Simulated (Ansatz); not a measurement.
# AlBH₄Te (SMILES B[Te][AlH2]): functionals against CCSD(T) at one geometry

How do the functionals fare away from a minimum? The structure is a structure displaced at random from a GFN2-xTB minimum.

The runs use Ansatz 0.2.0, Gaussian basis; single points in def2-TZVPP.

Correlated methods freeze the cores. Filled d shells of the heavier atoms are correlated. Core potentials replace the inner electrons past krypton, and spin-orbit coupling is left out.

### 1 The system as given

SMILES `B[Te][AlH2]`, 7 atoms, charge 0, spin multiplicity 1.

Atoms are counted from 1 here; the program's logs count them from 0.

Bond lengths: B1–Te2 2.113 Å, B1–H4 1.146 Å, B1–H5 1.151 Å, Te2–Al3 2.566 Å, Al3–H6 1.534 Å, Al3–H7 1.558 Å. Angles: Te2–B1–H4 121.7°, Te2–B1–H5 119.6°, H4–B1–H5 118.7°, B1–Te2–Al3 78.5°, Te2–Al3–H6 125.6°, Te2–Al3–H7 122.0°, H6–Al3–H7 112.4°.

Coordinates:

```tsv
atom	x (Å)	y (Å)	z (Å)
B1	-1.2537	-0.6549	-0.5747
Te2	-0.2899	0.9028	-1.6285
Al3	1.2152	0.6751	0.4372
H4	-2.2058	-1.1522	-0.9735
H5	-0.8281	-1.0063	0.4354
H6	2.5267	-0.1177	0.5027
H7	0.8560	1.3431	1.7985
```

### 2 CCSD(T)/def2-TZVPP

run/in.yaml reads:

```yaml
crystal:
  periodic: [false, false, false]
  atoms:
    - {symbol: B, position_ang: [-1.253700, -0.654900, -0.574700]}
    - {symbol: Te, position_ang: [-0.289900, 0.902800, -1.628500]}
    - {symbol: Al, position_ang: [1.215200, 0.675100, 0.437200]}
    - {symbol: H, position_ang: [-2.205800, -1.152200, -0.973500]}
    - {symbol: H, position_ang: [-0.828100, -1.006300, 0.435400]}
    - {symbol: H, position_ang: [2.526700, -0.117700, 0.502700]}
    - {symbol: H, position_ang: [0.856000, 1.343100, 1.798500]}
basis:
  gaussian: {orbitals: def2-TZVPP}
correlation: {method: ccsd_t}
output: {forces: true}
```

No record of the launch command was kept for these runs.

### 3 PBE0-D4/def2-TZVPP

run/in.yaml: that of step 2 with these lines changed.

```diff
@@ -12,3 +12,3 @@
   gaussian: {orbitals: def2-TZVPP}
-correlation: {method: ccsd_t}
-output: {forces: true}
+hamiltonian: {xc: pbe0, dispersion: d4}
+output: {forces: true, orbitals: {seedname: orbitals}}
```

### 4 wB97M-V/def2-TZVPP

run/in.yaml: that of step 3 with these lines changed.

```diff
@@ -12,3 +12,3 @@
   gaussian: {orbitals: def2-TZVPP}
-hamiltonian: {xc: pbe0, dispersion: d4}
-output: {forces: true, orbitals: {seedname: orbitals}}
+hamiltonian: {xc: {name: wB97M-V}}
+output: {forces: true}
```

### 5 r2SCAN-D4/def2-TZVPP

run/in.yaml: that of step 4 with these lines changed.

```diff
@@ -12,3 +12,3 @@
   gaussian: {orbitals: def2-TZVPP}
-hamiltonian: {xc: {name: wB97M-V}}
+hamiltonian: {xc: r2scan, dispersion: d4}
 output: {forces: true}
```

### 6 PBE-D4/def2-TZVPP

run/in.yaml: that of step 5 with these lines changed.

```diff
@@ -12,3 +12,3 @@
   gaussian: {orbitals: def2-TZVPP}
-hamiltonian: {xc: r2scan, dispersion: d4}
+hamiltonian: {xc: pbe, dispersion: d4}
 output: {forces: true}
```

### 7 revPBE-D4/def2-TZVPP

run/in.yaml: that of step 6 with these lines changed.

```diff
@@ -12,3 +12,3 @@
   gaussian: {orbitals: def2-TZVPP}
-hamiltonian: {xc: pbe, dispersion: d4}
+hamiltonian: {xc: {name: revPBE}, dispersion: d4}
 output: {forces: true}
```

### 8 r2SCAN0-D4/def2-TZVPP

run/in.yaml: that of step 7 with these lines changed.

```diff
@@ -12,3 +12,3 @@
   gaussian: {orbitals: def2-TZVPP}
-hamiltonian: {xc: {name: revPBE}, dispersion: d4}
+hamiltonian: {xc: {name: r2SCAN0}, dispersion: d4}
 output: {forces: true}
```

(Steps that only read results are left out.)

Before running it: what results should come out? Wanted: energy less free atoms, CCSD(T)/def2-TZVPP; RMS force component; RMS force error; HOMO and LUMO, PBE0-D4; T1 diagnostic.

The runs gave:

| quantity | value |
| --- | --- |
| energy less free atoms, CCSD(T)/def2-TZVPP | -19.241 eV |
| RMS force component | 0.472 to 0.587 eV/Å over the methods |
| RMS force error | PBE0-D4 0.045, wB97M-V 0.065, r2SCAN-D4 0.034, PBE-D4 0.103, revPBE-D4 0.126, r2SCAN0-D4 0.047 eV/Å |
| HOMO and LUMO, PBE0-D4 | -7.16 and -1.95 eV |
| T1 diagnostic | 0.016 |

Against CCSD(T) the functionals' energies less atoms differ by -0.589 to -0.075 eV, PBE-D4 by -0.443 eV. The reference is not at the basis limit: in triple zeta CCSD(T) underbinds, which counts against methods that bind more; the gaps are no ranking. For forces r2SCAN-D4 does best and revPBE-D4 worst. Frozen-core CCSD(T) forces in triple zeta carry basis errors of their own, and this is one geometry, so small gaps rank nothing.
